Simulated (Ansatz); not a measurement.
# CCSD/6-311+G(d,p) run of BSiH4OF (SMILES FBO[SiH3])

What is the vertical ionisation energy of BSiH4OF at CCSD/6-311+G**? 

Program for the calculation: Ansatz 0.2.0.

67 further runs of the same task are left out: 67 set aside as unsound or not needed.

### 1 The molecule

The species is BSiH4OF (8 atoms), meant as a singlet with charge 0. SMILES: `FBO[SiH3]`. The shape is that of a PBE0-D4/def2-TZVP optimisation. This is one conformer, not always the lowest.

Bond lengths: F1–B2 1.324 Å, B2–O3 1.342 Å, O3–Si4 1.655 Å, B2–H5 1.198 Å, Si4–H6 1.481 Å, Si4–H7 1.485 Å, Si4–H8 1.481 Å. Angles: F1–B2–O3 118.3°, B2–O3–Si4 134.0°, F1–B2–H5 118.6°, O3–B2–H5 123.1°, O3–Si4–H6 108.0°, O3–Si4–H7 110.1°, O3–Si4–H8 108.0°, H6–Si4–H7 110.3°, H6–Si4–H8 110.2°, H7–Si4–H8 110.3°.

### 2 The energy at CCSD/6-311+G(d,p)

job.yaml reads:

```yaml
crystal:
  periodic: [false, false, false]
  atoms:
    - symbol: F
      position_ang: [-1.599400, -1.699200, 1.426100]
    - symbol: B
      position_ang: [-0.685400, -0.787600, 1.133000]
    - symbol: O
      position_ang: [-0.487500, -0.477100, -0.157600]
    - symbol: Si
      position_ang: [0.521000, 0.572800, -0.945400]
    - symbol: H
      position_ang: [-0.075300, -0.278500, 2.029800]
    - symbol: H
      position_ang: [-0.317100, 1.531000, -1.702400]
    - symbol: H
      position_ang: [1.370700, 1.295700, 0.034600]
    - symbol: H
      position_ang: [1.365000, -0.214300, -1.873700]
basis:
  gaussian:
    orbitals: 6-311+G_st__st_-spherical.json
accuracy: high
scf:
  omitted_lower_state_checks: [cluster_reference, increment]
correlation:
  method: ccsd
  frozen_orbitals: {B: 1, F: 1, H: 0, O: 1, Si: 5}
```

The basis set 6-311+G** is read from a file made from the Basis Set Exchange's data (not shown).

The run is started by

```
$ ansatz run job.yaml --threads 1 --pin off --max-ram 3480MiB --events-out events.jsonl --progress --plain --runs-dir runs
```

What it wrote:

```text
Warning: RAYON_NUM_THREADS=1 ignored (pool sized by the plan → 1); use --threads N
Functional definition: HF
  name "HF"
  exchange = exact_x
  correlation = 0
these checks for a lower state are left out or cut short: cluster_reference, increment
2291 factors; integrals over basis functions are off by at most 4.1e-9 eV
mean field evaluation 1: about -13342.5249 eV, gradient 4.2e1 eV
mean field evaluation 2: about -13342.5827 eV, gradient 4.2e1 eV
mean field evaluation 4: about -13346.0454 eV, gradient 3.1e0 eV
mean field evaluation 8: about -13346.0853 eV, gradient 2.1e-1 eV
mean field -13346.08546338 eV, -490.4595944777 hartree, gradient 9.4e-8 eV, S^2 0.000000; 0 other end points of the search recorded, 0 dependent functions left out
8 core orbitals not correlated: weight in the atoms' cores, before any rotation towards them, 1.000 or more for the frozen orbitals, at most 0.000 for the correlated occupied ones
reference -13346.08546338 eV, -490.4595944777 hartree; 12, 12 occupied and 100, 100 virtual orbitals, 2291 factors
second order -16.16207082 eV of doubles, -0.00000000 eV of singles
cycle   1  -16.39464731 eV  change   -2.3e-1 eV  update   9.9e-2
cycle   2  -16.86266600 eV  change   -4.7e-1 eV  update   2.8e-2
cycle   3  -16.97367733 eV  change   -1.1e-1 eV  update   1.5e-2
cycle   4  -16.96059480 eV  change    1.3e-2 eV  update   3.3e-3
cycle   5  -16.95999732 eV  change    6.0e-4 eV  update   1.4e-3
cycle   6  -16.96074352 eV  change   -7.5e-4 eV  update   4.0e-4
cycle   7  -16.96047194 eV  change    2.7e-4 eV  update   1.3e-4
cycle   8  -16.96040937 eV  change    6.3e-5 eV  update   4.0e-5
cycle   9  -16.96042865 eV  change   -1.9e-5 eV  update   1.6e-5
cycle  10  -16.96043513 eV  change   -6.5e-6 eV  update   5.4e-6
cycle  11  -16.96042981 eV  change    5.3e-6 eV  update   2.3e-6
cycle  12  -16.96043226 eV  change   -2.5e-6 eV  update   9.2e-7
cycle  13  -16.96043248 eV  change   -2.2e-7 eV  update   2.8e-7
cycle  14  -16.96043273 eV  change   -2.5e-7 eV  update   1.3e-7
cycle  15  -16.96043281 eV  change   -8.0e-8 eV  update   4.8e-8
cycle  16  -16.96043281 eV  change    1.6e-9 eV  update   2.5e-8
cycle  17  -16.96043303 eV  change   -2.2e-7 eV  update   9.9e-8
cycle  18  -16.96043302 eV  change   9.4e-10 eV  update   2.2e-8
cycle  19  -16.96043302 eV  change    4.6e-9 eV  update   5.8e-9
cycle  20  -16.96043302 eV  change    1.9e-9 eV  update   2.1e-9
cycle  21  -16.96043302 eV  change    1.1e-9 eV  update  6.3e-10
Total energy: -13363.04589640 eV, -491.0828788949 hartree
Checks for a lower state left out: cluster_reference, increment
```

Wall time 34 s (1 thread of Arm Neoverse V1, shared host); peak memory 1.1 GiB.

### 3 The doublet cation, same level

input.yaml reads:

```yaml
crystal:
  periodic: [false, false, false]
  atoms:
    - {symbol: F, position_ang: [-1.599400, -1.699200, 1.426100]}
    - {symbol: B, position_ang: [-0.685400, -0.787600, 1.133000]}
    - {symbol: O, position_ang: [-0.487500, -0.477100, -0.157600]}
    - {symbol: Si, position_ang: [0.521000, 0.572800, -0.945400]}
    - {symbol: H, position_ang: [-0.075300, -0.278500, 2.029800]}
    - {symbol: H, position_ang: [-0.317100, 1.531000, -1.702400]}
    - {symbol: H, position_ang: [1.370700, 1.295700, 0.034600]}
    - {symbol: H, position_ang: [1.365000, -0.214300, -1.873700]}
basis:
  gaussian:
    orbitals: 6-311+G_st__st_-spherical.json
total_charge: 1
magnetization:
  spin_polarized: true
  initial_magnetization: 1
correlation:
  method: ccsd
  frozen_orbitals: {B: 1, F: 1, H: 0, O: 1, Si: 5}
accuracy: high
scf:
  omitted_lower_state_checks: [cluster_reference, increment]
```

The basis set 6-311+G** is read from a file made from the Basis Set Exchange's data (not shown).

The run is started by

```
$ ansatz run input.yaml --threads 1 --pin off --max-ram 3480MiB --events-out events.jsonl --progress --plain --runs-dir runs
```

What it wrote:

```text
Warning: RAYON_NUM_THREADS=1 ignored (pool sized by the plan → 1); use --threads N
[... 4 set-up lines as earlier in the session ...]
these checks for a lower state are left out or cut short: cluster_reference, increment
2291 factors; integrals over basis functions are off by at most 4.1e-9 eV
mean field evaluation 1: about -13325.0764 eV, gradient 4.9e1 eV
mean field evaluation 2: about -13325.0795 eV, gradient 4.9e1 eV
mean field evaluation 4: about -13333.9402 eV, gradient 4.3e0 eV
mean field evaluation 8: about -13334.1172 eV, gradient 2.9e-1 eV
mean field evaluation 16: about -13334.1263 eV, gradient 2.3e-1 eV
mean field evaluation 32: about -13334.6147 eV, gradient 2.2e-8 eV
mean field evaluation 64: about -13334.0566 eV, gradient 5.6e-1 eV
mean field evaluation 96: about -13334.1173 eV, gradient 2.9e-1 eV
mean field evaluation 128: about -13334.1157 eV, gradient 2.5e-1 eV
mean field evaluation 160: about -13334.1177 eV, gradient 2.6e-1 eV
mean field evaluation 192: about -13334.6141 eV, gradient 2.4e-1 eV
mean field -13334.61466705 eV, -490.0380504876 hartree, gradient 2.2e-8 eV, S^2 0.771192; 7 other end points of the search recorded, 0 dependent functions left out
8 core orbitals not correlated: weight in the atoms' cores, before any rotation towards them, 1.000 or more for the frozen orbitals, at most 0.000 for the correlated occupied ones
reference -13334.61466705 eV, -490.0380504876 hartree; 12, 11 occupied and 100, 101 virtual orbitals, 2291 factors
second order -14.94878695 eV of doubles, -0.00000000 eV of singles
cycle   1  -15.44465780 eV  change   -5.0e-1 eV  update   1.2e-1
cycle   2  -15.99839176 eV  change   -5.5e-1 eV  update   4.7e-2
cycle   3  -16.18911890 eV  change   -1.9e-1 eV  update   4.5e-2
cycle   4  -16.24020042 eV  change   -5.1e-2 eV  update   3.1e-2
cycle   5  -16.27793013 eV  change   -3.8e-2 eV  update   2.1e-2
cycle   6  -16.30393239 eV  change   -2.6e-2 eV  update   1.2e-2
cycle   7  -16.31408008 eV  change   -1.0e-2 eV  update   7.3e-3
cycle   8  -16.31866272 eV  change   -4.6e-3 eV  update   5.1e-3
cycle   9  -16.32515777 eV  change   -6.5e-3 eV  update   3.1e-3
cycle  10  -16.32210585 eV  change    3.1e-3 eV  update   2.0e-3
cycle  11  -16.32339997 eV  change   -1.3e-3 eV  update   1.5e-3
cycle  12  -16.32508423 eV  change   -1.7e-3 eV  update   1.2e-3
cycle  13  -16.32458025 eV  change    5.0e-4 eV  update   8.5e-4
cycle  14  -16.32467457 eV  change   -9.4e-5 eV  update   3.6e-4
cycle  15  -16.32424919 eV  change    4.3e-4 eV  update   1.5e-4
cycle  16  -16.32417123 eV  change    7.8e-5 eV  update   7.7e-5
cycle  17  -16.32422337 eV  change   -5.2e-5 eV  update   3.9e-5
cycle  18  -16.32424102 eV  change   -1.8e-5 eV  update   2.2e-5
cycle  19  -16.32425066 eV  change   -9.6e-6 eV  update   1.4e-5
cycle  20  -16.32424827 eV  change    2.4e-6 eV  update   1.1e-5
cycle  21  -16.32424390 eV  change    4.4e-6 eV  update   1.0e-5
cycle  22  -16.32424568 eV  change   -1.8e-6 eV  update   9.8e-6
cycle  23  -16.32424508 eV  change    6.0e-7 eV  update   9.3e-6
cycle  24  -16.32424535 eV  change   -2.8e-7 eV  update   8.5e-6
cycle  25  -16.32424533 eV  change    2.2e-8 eV  update   8.3e-6
cycle  26  -16.32424554 eV  change   -2.1e-7 eV  update   7.7e-6
cycle  27  -16.32424595 eV  change   -4.1e-7 eV  update   3.1e-6
cycle  28  -16.32424532 eV  change    6.3e-7 eV  update   1.8e-6
cycle  29  -16.32424465 eV  change    6.7e-7 eV  update   7.9e-7
cycle  30  -16.32424427 eV  change    3.8e-7 eV  update   5.4e-7
cycle  31  -16.32424432 eV  change   -5.5e-8 eV  update   3.8e-7
cycle  32  -16.32424456 eV  change   -2.4e-7 eV  update   1.8e-7
cycle  33  -16.32424485 eV  change   -2.9e-7 eV  update   9.9e-8
cycle  34  -16.32424493 eV  change   -8.2e-8 eV  update   5.2e-8
cycle  35  -16.32424492 eV  change    9.0e-9 eV  update   2.1e-8
cycle  36  -16.32424492 eV  change    7.9e-9 eV  update   8.9e-9
cycle  37  -16.32424491 eV  change    5.8e-9 eV  update   4.2e-9
cycle  38  -16.32424491 eV  change   -1.4e-9 eV  update   2.9e-9
cycle  39  -16.32424491 eV  change   -1.1e-9 eV  update   2.2e-9
Total energy: -13350.93891196 eV, -490.6379554232 hartree
Checks for a lower state left out: cluster_reference, increment
```

Run time: 4.3 min. Hardware: 1 thread of Arm Neoverse V1, shared host; peak memory 2.6 GiB.

### 4 Results

At CCSD/6-311+G**, 8 core orbitals frozen:

| quantity | value |
| --- | --- |
| singlet BSiH4OF: total energy | -491.08288 Eh |
| singlet BSiH4OF: correlation energy (8 core orbitals frozen) | -623.3 mEh |
| singlet BSiH4OF: T1 diagnostic | 0.014 |
| doublet cation: total energy | -490.63796 Eh |
| doublet cation: correlation energy (8 core orbitals frozen) | -599.9 mEh |
| doublet cation: ⟨S²⟩ of the reference determinant | 0.771 |
| doublet cation: T1 diagnostic | 0.057 |
| vertical ionisation energy (to the doublet cation) | 12.107 eV |

In words: The vertical ionisation energy comes to 12.11 eV (279 kcal/mol). The T1 diagnostic (doublet cation) of 0.057 is above the customary mark for such species, so a single reference may not serve.
